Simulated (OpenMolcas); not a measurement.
# Ir⁶⁺ among point charges: CASSCF and CASPT2 levels and susceptibility

Aim: the splitting of the states of Ir⁶⁺ in the field of 4 point charges, its lowest levels with spin-orbit coupling and its magnetic susceptibility.

Method: state-averaged CASSCF and CASPT2, spin-orbit coupling by RASSI with atomic mean-field integrals. Code: OpenMolcas 26.06.

## Step 1: Starting point

| Item | Value |
| --- | --- |
| Species | Ir⁶⁺ (iridium, Z = 77, 71 electrons) |
| Basis | ANO-RCC-VDZP [7s6p4d2f], 59 functions |
| Scalar Hamiltonian | DKH2, point nucleus |
| Inactive shells | 1s 2s 2p 3s 3p 3d 4s 4p 4d 4f 5s 5p |
| Active space | 3 electrons in 5 orbitals (5d) |
| Some configurations of this space | 5d3 |
| Orbitals | optimised for each spin and parity, averaged over all roots |

The outer shells:

5d3
```
5d [↑ ][↑ ][↑ ][  ][  ]
```

The ion sits among 4 point charges of -2.5 e arranged as a square (D4h), 1.85 Å from the ion.

Each step is its own input file, run in one work folder so that later steps find the files of earlier ones. Labels, J, g values, rates, χT and fits are worked out afterwards by a script from the matrices that RASSI stores. The input lists half of the charges; inversion (Group=XYZ) makes the rest.

## Step 2: GATEWAY and SEWARD: basis and integrals

Contents of a.inp:

```
&GATEWAY
Coord
1

Ir 0.0 0.0 0.0
Basis=ANO-RCC-VDZP
Group=XYZ
NoMove
AngMom=0.0 0.0 0.0
AMFI
XField
2 Angstrom 0
1.850000 0.000000 0.000000 -2.500000
0.000000 1.850000 0.000000 -2.500000
&SEWARD
```

On the command line:

```console
$ OMP_NUM_THREADS=1 MOLCAS_MEM=1689 MOLCAS_PROJECT=a pymolcas a.inp > a.log
```

## Step 3: CASSCF: quartets of even parity, 10 roots

Contents of a.inp:

```
&RASSCF
FileOrb=start.orb
Symmetry=1
Spin=4
nActEl=3 0 0
Inactive=15 19
Ras2=5 0
CIRoot=10 10 1
SDav=10
CIMx=300
Iter=120 100
PrWF=0.3
OrbListing=Nothing
MaxOrb=0
>>> COPY $Project.JobIph JOB001
```

start.orb holds the contracted functions of the basis, ordered by shell, or the orbitals of the step before.

## Step 4: Reference wave functions, doublets of even parity, 40 roots

Contents of a.inp:

```
&RASSCF
FileOrb=start.orb
Symmetry=1
Spin=2
nActEl=3 0 0
Inactive=15 19
Ras2=5 0
CIRoot=40 40 1
SDav=40
CIMx=300
Iter=120 100
PrWF=0.3
OrbListing=Nothing
MaxOrb=0
>>> COPY $Project.JobIph JOB002
```

## Step 5: RASSI: spin-orbit coupling between the states

Contents of a.inp:

```
&RASSI
NrOfJobIphs=2 10 40
1 2 3 4 5 6 7 8 9 10
1 2 3 4 5 6 7 8 9 10 11 12 13 14 15 16 17 18 19 20 21 22 23 24 25 26 27
28 29 30 31 32 33 34 35 36 37 38 39 40
IphNames
JOB001
JOB002
EJob
SpinOrbit
DIPRint=1.0
SOCoupling=1000.0
Subsets=2
Property=9
'ANGMOM' 1 'ANGMOM' 2 'ANGMOM' 3 'MLTPL  1' 1 'MLTPL  1' 2 'MLTPL  1' 3
'AMFI' 1 'AMFI' 2 'AMFI' 3
SOProperty=3
'ANGMOM' 1 'ANGMOM' 2 'ANGMOM' 3
```

## Step 6: CASPT2: IPEA 0.25, imaginary shift 0.1 (closed shells correlated: 5s 5p)

Contents of a.inp:

```
>>> COPY JOB001 $Project.JobIph
&CASPT2
Multistate=10 1 2 3 4 5 6 7 8 9 10
NoMult
Frozen=14 16
IPEA=0.25
Imaginary=0.1
MaxIter=60
WThr=0.0 0.3 0.05
PrWF=0.5
NoMix
>>> COPY JOB002 $Project.JobIph
&CASPT2
Multistate=40 1 2 3 4 5 6 7 8 9 10 11 12 13 14 15 16 17 18 19 20 21 22
23 24 25 26 27 28 29 30 31 32 33 34 35 36 37 38 39 40
NoMult
Frozen=14 16
IPEA=0.25
Imaginary=0.1
MaxIter=60
WThr=0.0 0.3 0.05
PrWF=0.5
NoMix
```

(Steps that only read results are left out.)

Before running it: what results should come out? Wanted: spin-free ground state; first state of the same spin within the active space; lowest level; next level.

As calculated:

| quantity | value |
| --- | --- |
| method | SS-CASPT2, IPEA 0.25, imaginary shift 0.1 (closed shells correlated: 5s 5p) |
| spin-free ground state | 4A2, 1-fold in its orbital part |
| first state of the same spin within the active space | 4E at 11600 cm⁻¹ |
| lowest level | 2-fold E3/2, g = 0.07, 0.07, 4.22 |
| next level | 2974.7 cm⁻¹ |
| χT at 300 K | 0.61 cm³ K/mol |
| effective moment at 300 K | 2.20 μB |

Cost by method:

| method | time of its own steps | time with the reference |
| --- | --- | --- |
| A. CASSCF | 6.7 s | 6.7 s |
| B. SS-CASPT2, IPEA 0.25, imaginary shift 0.1, +5s 5p | 2.4 s | 9.1 s |

Times are of one thread on a shared host.

**Reading.** The spin-free ground state (4A2) comes to 68 % from free-ion P terms and keeps the highest spin of the shell. χT at 300 K is 0.61, against 1.88 cm³ K/mol for the spin alone, so spin-orbit coupling lowers it. The field of point charges can differ much from that of real complexes. This is an electrostatic model: the charges have no orbitals.
